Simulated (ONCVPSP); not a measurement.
**An ONCV potential for neodymium, from input to tests**

Aim: build the potential from the settings below, then test how well it stands in for the atom: other configurations, scattering, ghost states and the plane-wave cutoff that it needs.

Method: ONCVPSP 4.0.1, PBEsol, scalar-relativistic.

## Step 1: Starting point

Typed settings, in words:

| Quantity | Value |
| --- | --- |
| element | neodymium (Nd, Z = 60) |
| type | optimised norm-conserving Vanderbilt (ONCV) |
| frozen core | [Kr] 4d10 |
| valence charge | 14 |
| reference configuration | 4f4 5s2 5p6 6s0.5 (charge +1.5) |
| partial waves | 5s+6s: rc 2.25 bohr, ncon 3, nbas 6, qcut 4.2 1/bohr, 2 projectors; 5p: rc 1.60 bohr, ncon 4, nbas 8, qcut 4.5 1/bohr, 1 projector; d scattering state at 0.4 Ha: rc 1.75 bohr, ncon 4, nbas 8, qcut 5.8 1/bohr, 2 projectors, debl 1 Ha; 4f: rc 1.70 bohr, ncon 4, nbas 9, qcut 12 1/bohr, 2 projectors, debl 0.4 Ha |
| local potential | polynomial inside 1.55 bohr (lpopt 3, dvloc0 6 Ha) |
| core correction | Teter function, fcfact 3, rcfact 1.1 |

## Step 2: Generation

Contents of Nd.dat:

```
# ATOM AND REFERENCE CONFIGURATION
# atsym  z   nc   nv     iexc    psfile
  Nd 60.00    9    4  -116133      upf
#
#   n    l    f
    1    0    2.00
    2    0    2.00
    2    1    6.00
    3    0    2.00
    3    1    6.00
    3    2   10.00
    4    0    2.00
    4    1    6.00
    4    2   10.00
    4    3    4.00
    5    0    2.00
    5    1    6.00
    6    0    0.50
#
# PSEUDOPOTENTIAL AND OPTIMIZATION
# lmax
    3
#
#   l,   rc,      ep,       ncon, nbas, qcut
    0    2.25    0.00    3    6    4.20
    1    1.60    0.00    4    8    4.50
    2    1.75    0.40    4    8    5.80
    3    1.70    0.00    4    9   12.00
#
# LOCAL POTENTIAL
# lloc, lpopt,  rc(5),   dvloc0
    4    3    1.55    6.00
#
# VANDERBILT-KLEINMAN-BYLANDER PROJECTORs
# l, nproj, debl
    0    2    2.70
    1    1    1.60
    2    2    1.00
    3    2    0.40
#
# MODEL CORE CHARGE
# icmod, fcfact, rcfact
    3    3.00    1.10
#
# LOG DERIVATIVE ANALYSIS
# epsh1, epsh2, depsh
   -3.00    5.00    0.02
#
# OUTPUT GRID
# rlmax, drl
    6.00    0.01
#
# TEST CONFIGURATIONS
# ncnf
    4
# nvcnf
#   n    l    f
    4
    4    3    4.00
    5    0    2.00
    5    1    6.00
    6    0    2.00
#
    4
    4    3    4.00
    5    0    2.00
    5    1    6.00
    6    0    1.00
#
    4
    4    3    4.00
    5    0    2.00
    5    1    6.00
    6    0    0.00
#
    4
    4    3    4.00
    5    0    2.00
    5    1    6.00
    6    0    1.50
#
```

Command:

```console
$ oncvpsp.x < Nd.dat > Nd.out
```

Before running it: what results should come out? Wanted: cutoffs for 1 and 0.1 mHa per electron, occupied waves; bound ghosts; GHOST(+) flags; largest test error; largest phase difference near zero energy, channels read; rms error of d²Exc/dn², without and with the model core; projector energies reset by the program.

**Answer**, as computed:

| quantity | value |
| --- | --- |
| cutoffs for 1 and 0.1 mHa per electron, occupied waves | 53 Ha and 77 Ha |
| bound ghosts | none found |
| GHOST(+) flags | s at 45 eV, d at 693 eV, d at 1804 eV (1 near or above the test basis's cutoff) |
| largest test error (AE − PS) | -1.5 meV, for 4f4 5s2 5p6 6s0 |
| largest phase difference near zero energy, channels read | 0.053 rad |
| rms error of d²Exc/dn², without and with the model core | 9.19 and 6.36 mHa |
| projector energies reset by the program | d: 0.050, 1.050 Ha; f: -0.405, 0.250 Ha |

**Reading.** By total energies transferability is very good: the largest error is 1.5 meV on 6.0 eV, for 4f4 5s2 5p6 6s0. The potential is hard: the looser tolerance needs 53 Ha. At the looser tolerance the 4f wave is the slowest; 5p needs 44 Ha. No bound ghost shows below the valence levels. Of the channels read, s scatters worst near zero energy, by up to 0.05 rad. The program also flags highly localised states, GHOST(+) (s, d). All of this concerns the isolated atom, not yet a solid.
